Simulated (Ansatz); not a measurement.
Geometry optimisation, DFT PBE, scalar-relativistic, plane waves, PAW (Ansatz).

The input (input.yaml):

```yaml
crystal:
  lattice:
    - [-2.457, 4.255649, 5.406]
    - [4.914, 0.0, 5.406]
    - [4.914, 8.511298, 0.0]
  atoms:
    - { symbol: Si, position: [0.93171666, 0.40161668, 0.03414165] }
    - { symbol: Si, position: [0.56828331, 0.09838336, 0.9508083] }
    - { symbol: Si, position: [-1.0e-08, 1.0e-08, 0.26504999] }
    - { symbol: O, position: [0.0339, 0.1801, 0.11645] }
    - { symbol: O, position: [0.98016666, 0.56716668, 0.08301665] }
    - { symbol: O, position: [0.30693333, 0.57373334, 0.14003332] }
    - { symbol: O, position: [0.46609998, 0.31990002, 0.97344996] }
    - { symbol: O, position: [0.51983333, 0.93283334, 0.10668332] }
    - { symbol: O, position: [-0.19306667, 1.07373334, 0.39003332] }
    - { symbol: Si, position: [0.93171665, 0.40161669, 0.53414164] }
    - { symbol: Si, position: [0.56828332, 0.09838335, 0.45080831] }
    - { symbol: Si, position: [-1.0e-08, 1.0e-08, 0.76504998] }
    - { symbol: O, position: [0.03389999, 0.18010001, 0.61644998] }
    - { symbol: O, position: [0.98016665, 0.56716669, 0.58301664] }
    - { symbol: O, position: [0.30693332, 0.57373335, 0.64003331] }
    - { symbol: O, position: [0.46609999, 0.31990001, 0.47344998] }
    - { symbol: O, position: [0.51983332, 0.93283335, 0.60668331] }
    - { symbol: O, position: [0.19306665, 0.92626668, 0.83036664] }
    - { symbol: Si, position: [0.43171666, 0.90161668, 0.28414165] }
    - { symbol: Si, position: [0.06828333, 0.59838334, 0.20080833] }
    - { symbol: Si, position: [0.49999999, 0.50000001, 0.51504998] }
    - { symbol: O, position: [0.53389999, 0.68010001, 0.36644998] }
    - { symbol: O, position: [0.48016666, 0.06716668, 0.33301665] }
    - { symbol: O, position: [0.96609999, 0.81990001, 0.22344998] }
    - { symbol: O, position: [0.01983333, 0.43283334, 0.35668332] }
    - { symbol: O, position: [0.69306665, 0.42626668, 0.58036664] }
    - { symbol: Si, position: [0.43171665, 0.90161669, 0.78414164] }
    - { symbol: Si, position: [0.06828332, 0.59838335, 0.70080831] }
    - { symbol: Si, position: [0.49999999, 0.50000001, 0.01504999] }
    - { symbol: O, position: [0.53389998, 0.68010002, 0.86644997] }
    - { symbol: O, position: [0.48016665, 0.06716669, 0.83301664] }
    - { symbol: O, position: [0.80693331, 0.07373336, 0.8900333] }
    - { symbol: O, position: [0.96609998, 0.81990002, 0.72344996] }
    - { symbol: O, position: [0.01983332, 0.43283335, 0.85668331] }
    - { symbol: O, position: [0.69306666, 0.42626667, 0.08036665] }
basis:
  ecutwfc: 420.0
kpoints:
  mp_grid: { grid: [2, 2, 2] }
hamiltonian:
  xc: pbe
  pseudopotentials: { kind: paw, azcp: { folder: soft_1 } }
scf:
  occupations: { method: gaussian, width: 0.02 }
  lower_state_search: "off"
relax:
  f_tol: 0.03
  max_steps: 60
  adjacent_minimum: "off"
```

Command:

```bash
$ ansatz run input.yaml --threads 4 --pin off --max-ram 10240MiB --backend cpu --events-out ev --progress --plain --runs-dir out
```

Q: Where does it end, and by what steps?

A: It converged. Limits of this set-up: no spin, though dangling bonds at a vacancy may carry it, a small cell, in which the defect meets its images, a typed lattice constant that wasn't relaxed here. After 6 steps the energy has fallen by 1.134 eV; O22 moved furthest, 0.45 Å. Joined: Si3–Si19 (3.06 → 2.48 Å).

```
step  energy less start (eV)  largest force component (eV/Å)  accepted
   0                  0.0000                           2.416       yes
   1                 -0.7931                           1.151       yes
   2                 -0.9589                           1.253       yes
   3                 -1.0550                           0.726       yes
   4                 -1.1264                           0.275       yes
   5                 -1.1337                           0.032       yes
   6                 -1.1340                           0.010       yes
```

```xyz
35
Lattice="-2.4570 4.2556 5.4060 4.9140 0.0000 5.4060 4.9140 8.5113 0.0000" Properties=species:S:1:pos:R:3
Si -0.124 4.305 7.224
Si 3.750 10.500 3.586
Si 1.257 2.431 0.170
O 1.366 1.236 1.290
O 0.843 4.847 8.425
O 2.715 2.515 4.800
O 5.176 10.223 4.305
O 3.925 2.992 7.725
O 7.632 2.528 4.812
Si 2.315 8.472 7.233
Si 1.222 6.234 3.599
Si 3.775 6.560 -0.011
O 3.914 5.388 1.109
O 3.222 9.102 8.431
O 5.205 6.890 4.669
O 2.718 6.028 4.200
O 6.162 7.364 7.827
O 8.119 7.916 6.084
Si 4.983 4.044 7.035
Si 3.740 2.026 3.655
Si 3.796 6.444 5.340
O 4.051 5.135 6.263
O 0.814 4.819 2.882
O 2.735 6.172 9.764
O 3.740 3.131 2.456
O 3.290 7.733 6.177
Si 7.153 8.513 7.254
Si 6.224 6.276 3.569
Si 1.258 2.289 5.448
O 6.240 9.719 6.660
O 3.166 9.074 3.065
O 2.742 11.154 4.691
O 5.208 10.264 9.664
O 6.320 7.341 2.352
O 0.784 3.741 6.000
```

Whether the end is a true minimum wasn't checked by a vibrational analysis.

Time of the run: 36 s on 4 threads of Intel(R) Xeon(R) Platinum 8175M CPU @ 2.50GHz (Skylake/Cascade Lake), with other jobs on the host, peak memory 1.5 GiB.
